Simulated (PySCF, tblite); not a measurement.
# C₅H₁₀BFS₂: geometry, infrared bands and NMR shifts

Aim: predict the infrared bands and NMR shifts of C₅H₁₀BFS₂ (`[BH3-][S@+](C)[C@@H](C#C)SCF`).

The runs use tblite 0.8.0 and PySCF 2.14.0, with density-fitted response routines of our own; the level of theory stands in each step. All values are computed, except where a source is named. Atoms count from 0, in the outputs and in this text.

## Step 1: The molecule as given

19 atoms, charge 0, multiplicity 1; geometry from: force field or distance geometry start.

Bonds of the start (Å): B0–S1 1.81, S1–C2 1.76, S1–C3 1.74, C3–C4 1.45, C4–C5 1.22, C3–S6 1.78, S6–C7 1.79, C7–F8 1.38, B0–H9 1.21, B0–H10 1.23, B0–H11 1.16, C2–H12 1.09, C2–H13 1.12, C2–H14 1.12, C3–H15 1.13, C5–H16 1.07, C7–H17 1.10, C7–H18 1.13.

## Step 2: Relaxing the molecule with GFN2-xTB

The job: settings as JSON, then the geometry in Å.

```
{"job": {"kind": "relax", "xc": "GFN2-xTB", "basis": "xTB"}, "charge": 0, "multiplicity": 1}
B     -1.274300     0.526700     1.406200
S     -1.164200    -0.251300    -0.226600
C     -1.729800    -1.921400    -0.293300
C      0.237500     0.064600    -1.204200
C      0.433000     1.466900    -1.518400
C      0.601700     2.642800    -1.784200
S      1.683500    -0.757500    -0.579000
C      2.348800    -0.210300     0.989800
F      2.840800     1.073700     0.958300
H     -1.352400     1.725800     1.294200
H     -2.378900     0.241000     1.862200
H     -0.523600     0.220200     2.237000
H     -2.153300    -2.102200    -1.284900
H     -0.861900    -2.608400    -0.159000
H     -2.483600    -2.105400     0.513500
H      0.017000    -0.421100    -2.198300
H      0.767100     3.677800    -2.019000
H      1.716700    -0.402300     1.873200
H      3.266300    -0.850400     1.177000
```

Command:

```sh
$ OMP_NUM_THREADS=1 python probes_run.py task.json out
```

The driver reads the jobs from task.json and runs them one after another.

**Question.** This job is followed by: GFN2-xTB harmonic vibrations, gas phase; GIAO PBE0/pcSseg-1 NMR shielding, non-relativistic, gas phase. Predict these results of the whole session: strongest single infrared mode (GFN2-xTB); zero-point energy (GFN2-xTB); 13C shifts against TMS (PBE0/pcSseg-1); 1H shifts against TMS (PBE0/pcSseg-1, means over atoms taken as alike); 11B shifts against BF3·OEt2 (PBE0/pcSseg-1); 33S shifts against CS2 (PBE0/pcSseg-1); 19F shifts against CFCl3 (PBE0/pcSseg-1).

The runs gave:

| quantity | value |
| --- | --- |
| strongest single infrared mode (GFN2-xTB) | 1091 cm⁻¹, 249 km/mol |
| zero-point energy (GFN2-xTB) | 84.5 kcal/mol |
| 13C shifts against TMS (PBE0/pcSseg-1) | 92.9, 92.9, 78.3, 56.5, 28.3 ppm |
| 1H shifts against TMS (PBE0/pcSseg-1, means over atoms taken as alike) | 6.69, 5.78, 4.54, 2.54, 2.01, 1.52 ppm |
| 11B shifts against BF3·OEt2 (PBE0/pcSseg-1) | -32.2 ppm |
| 33S shifts against CS2 (PBE0/pcSseg-1) | 93, 91 ppm |
| 19F shifts against CFCl3 (PBE0/pcSseg-1) | -208.9 ppm |

In words: Over 119 steps the energy fell by 1.657 eV; of the close pairs, B0–S1 changed most, 1.812 to 1.966 Å. All 51 modes are real, so the xTB geometry is a minimum. The strongest single mode, at 1091 cm⁻¹, moves mainly H11, H9 and H10. Unscaled tight-binding wavenumbers are off by several per cent, some by more. Its intensities can rank the bands wrongly. At PBE0/pcSseg-1: The largest span, 358 ppm, is at S1, where the paramagnetic term is -646 ppm.
